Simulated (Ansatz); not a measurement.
# Silver, simple cubic under BLYP: ground state and equation of state

Aim: take silver in the simple cubic structure, relax it, solve it on a dense k-mesh, then scale the cell to 7 volumes from 88 to 112 % of the relaxed one and try a fit of the equation of state. Spin polarisation is left out. The k-meshes are 12×12×12 for the relaxation; 18×18×18 for the dense run; 13×13×13 for the volumes.

This is Ag in the simple cubic structure; at room conditions it is fcc.

Method: DFT BLYP, plane waves (420 eV) with PAW, scalar-relativistic; PAW files made under PBE, frozen cores solved again for the functional, in Ansatz 0.2.0.

**1. The structure to begin with**

It takes space group Pm-3m (No. 221, cubic). The conventional cell has a = 2.641 Å, b = 2.641 Å, c = 2.641 Å, α = 90.00°, β = 90.00°, γ = 90.00°. Around Ag (site symmetry m-3m) lie 6 Ag at 2.64 Å.

Coordinates:

```cif
data_structure
_symmetry_space_group_name_H-M 'Pm-3m'
_symmetry_Int_Tables_number 221
_cell_length_a 2.6410
_cell_length_b 2.6410
_cell_length_c 2.6410
_cell_angle_alpha 90.000
_cell_angle_beta 90.000
_cell_angle_gamma 90.000
_cell_volume 18.42
loop_
_atom_site_label
_atom_site_type_symbol
_atom_site_symmetry_multiplicity
_atom_site_Wyckoff_symbol
_atom_site_fract_x
_atom_site_fract_y
_atom_site_fract_z
_atom_site_occupancy
Ag1 Ag 1 a 0.00000 0.00000 0.00000 1
```

**2. Relaxing cell and atoms**

Input file input.yaml:

```yaml
crystal:
  lattice:
    - [2.6410353091, 0.0, 0.0]
    - [0.0, 2.6410353091, 0.0]
    - [0.0, 0.0, 2.6410353091]
  atoms:
    - { symbol: Ag, position: [0.0, 0.0, 0.0] }
hamiltonian:
  xc: blyp
  pseudopotentials:
    kind: paw
    azcp:
      Ag: "pseudopotentials/Ag.paw.azcp"
basis:
  ecutwfc: 420
  fft_grid_basis: typed
kpoints:
  mp_grid: { grid: [12, 12, 12], shift: [0, 0, 0] }
magnetization:
  spin_polarized: false
scf:
  occupations: { method: fermi_dirac, width: 0.1 }
relax:
  max_steps: 60
  f_tol: 0.01
  cell: {}
```

Further steps of the session: Single point on a dense mesh; Equation of state: 88 %; Equation of state: 92 %; Equation of state: 96 %; Equation of state: 100 %; Equation of state: 104 %; Equation of state: 108 %; Equation of state: 112 %.

Before running it: what results should come out? Wanted: space group; conventional cell; volume; shortest distance; gap on the mesh; relative to fcc; V₀, B₀, B₀′.

As calculated:

```
                      quantity                         value
space group (spins left aside)               Pm-3m (No. 221)
             conventional cell                   a = 2.821 Å
                        volume                22.449 Å³/atom
             shortest distance                       2.821 Å
               gap on the mesh  none (levels filled in part)
               relative to fcc                 +189 meV/atom
                   V₀, B₀, B₀′   22.394 Å³/atom, 52 GPa, 5.9
```

What this shows: From the guessed start the volume grew by 21.9 % in 5 steps. Against the reference form of silver (fcc, computed apart with the same settings) it stands 189 meV/atom higher. No gap shows: it is a metal or semimetal at this level. The fitted modulus is 52 GPa. Relaxation kept the symmetry; phonons were not checked.
